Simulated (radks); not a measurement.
**Ionising zinc step by step, Zn⁴⁺ to Zn¹⁵⁺**

Wanted: the ionisation ladder of zinc and its errors against NIST. Each value is a difference of total energies (Δ-SCF).

Method: scalar-relativistic Kohn-Sham, PBEsol, spin-unpolarised, spherical densities, point nucleus. Code: radks (a radial shooting solver on a logarithmic mesh, Libxc functionals) version 1.

## (1) What is computed

| Property | Result |
| --- | --- |
| element | zinc (Z = 30) |
| charges | 4 to 15 |
| first configuration | [Ar] 3d8 |
| last configuration | [Ne] 3s2 3p3 |

The outer shells:

Zn⁴⁺
```
[Ar] core
3d [↑↓][↑↓][↑↓][↑ ][↑ ]
```

Zn¹⁵⁺
```
[Ne] core
3s [↑↓]
3p [↑ ][↑ ][↑ ]
```

## (2) Zn⁴⁺, [Ar] 3d8

The run's settings:

```text
Z 30
configuration [Ar] 3d8
relativity scalar-relativistic
functional pbe_sol,pbe_sol
spin unpolarised
nucleus point
c 137.035999084
```

## (3) Zn⁵⁺, [Ar] 3d7

Changes since step 2:

```diff
@@ -1,3 +1,3 @@
 Z 30
-configuration [Ar] 3d8
+configuration [Ar] 3d7
 relativity scalar-relativistic
```

## (4) Zn⁶⁺, [Ar] 3d6

Changes since step 3:

```diff
@@ -1,3 +1,3 @@
 Z 30
-configuration [Ar] 3d7
+configuration [Ar] 3d6
 relativity scalar-relativistic
```

## (5) Zn⁷⁺, [Ar] 3d5

Changes since step 4:

```diff
@@ -1,3 +1,3 @@
 Z 30
-configuration [Ar] 3d6
+configuration [Ar] 3d5
 relativity scalar-relativistic
```

## (6) Zn⁸⁺, [Ar] 3d4

Changes since step 5:

```diff
@@ -1,3 +1,3 @@
 Z 30
-configuration [Ar] 3d5
+configuration [Ar] 3d4
 relativity scalar-relativistic
```

## (7) Zn⁹⁺, [Ar] 3d3

Changes since step 6:

```diff
@@ -1,3 +1,3 @@
 Z 30
-configuration [Ar] 3d4
+configuration [Ar] 3d3
 relativity scalar-relativistic
```

## (8) Zn¹⁰⁺, [Ar] 3d2

Changes since step 7:

```diff
@@ -1,3 +1,3 @@
 Z 30
-configuration [Ar] 3d3
+configuration [Ar] 3d2
 relativity scalar-relativistic
```

## (9) Zn¹¹⁺, [Ar] 3d1

Changes since step 8:

```diff
@@ -1,3 +1,3 @@
 Z 30
-configuration [Ar] 3d2
+configuration [Ar] 3d1 4s0 4p0
 relativity scalar-relativistic
```

## (10) Zn¹²⁺, [Ar]

The run's settings:

```text
Z 30
configuration [Ar]
relativity scalar-relativistic
functional pbe_sol,pbe_sol
spin unpolarised
nucleus point
c 137.035999084
```

## (11) Zn¹³⁺, [Ne] 3s2 3p5

Changes since step 10:

```diff
@@ -1,3 +1,3 @@
 Z 30
-configuration [Ar]
+configuration [Ne] 3s2 3p5 4s0 3d0
 relativity scalar-relativistic
```

## (12) Zn¹⁴⁺, [Ne] 3s2 3p4

The run's settings:

```text
Z 30
configuration [Ne] 3s2 3p4
relativity scalar-relativistic
functional pbe_sol,pbe_sol
spin unpolarised
nucleus point
c 137.035999084
```

## (13) Zn¹⁵⁺, [Ne] 3s2 3p3

The run's settings:

```text
Z 30
configuration [Ne] 3s2 3p3
relativity scalar-relativistic
functional pbe_sol,pbe_sol
spin unpolarised
nucleus point
c 137.035999084
```

**Question.** What will these runs give? Wanted: for each run, species; configuration; Δ-SCF; −ε(HOMO); NIST; error.

As calculated:

| species | configuration | Δ-SCF (eV) | −ε(HOMO) (eV) | NIST (eV) | error (%) |
| --- | --- | --- | --- | --- | --- |
| Zn⁴⁺ | [Ar] 3d8 | 85.636 | 73.313 | 83 (semi-emp.) | +3.7 |
| Zn⁵⁺ | [Ar] 3d7 | 111.79 | 98.356 | 108 (semi-emp.) | +3.5 |
| Zn⁶⁺ | [Ar] 3d6 | 140.04 | 125.59 | 134 (semi-emp.) | +4.6 |
| Zn⁷⁺ | [Ar] 3d5 | 170.27 | 154.85 | 174 (semi-emp.) | -2.1 |
| Zn⁸⁺ | [Ar] 3d4 | 202.35 | 186.02 | 203 (semi-emp.) | -0.3 |
| Zn⁹⁺ | [Ar] 3d3 | 236.22 | 219.02 | 238 (theory) | -0.7 |
| Zn¹⁰⁺ | [Ar] 3d2 | 271.80 | 253.75 | 274.4 (semi-emp.) | -0.9 |
| Zn¹¹⁺ | [Ar] 3d1 | 309.02 | 290.17 | 311 (semi-emp.) | -0.6 |
| Zn¹²⁺ | [Ar] | 419.56 | 401.24 | 418 (semi-emp.) | +0.5 |
| Zn¹³⁺ | [Ne] 3s2 3p5 | 456.90 | 438.18 | 453.4 (semi-emp.) | +0.8 |
| Zn¹⁴⁺ | [Ne] 3s2 3p4 | 495.02 | 475.92 | 491 (semi-emp.) | +0.9 |

Reference values: NIST Atomic Spectra Database (exp. measured, semi-emp. semi-empirical, theory a theoretical value adopted there). The steepest step, after dividing by the final charge, comes at Zn¹²⁺ in [Ar], where the value goes from 309.02 to 419.56 eV. There the highest level belongs to another shell. The Δ-SCF values miss the measured or semi-empirical entries by +1.0 % in the signed mean; the largest miss is +4.6 % (Zn⁶⁺). Minus the highest eigenvalue gives 86 to 96 % of the Δ-SCF value along the ladder. Spin polarisation and multiplet splitting are left out, so open shells lie too high by an amount that depends on their filling.
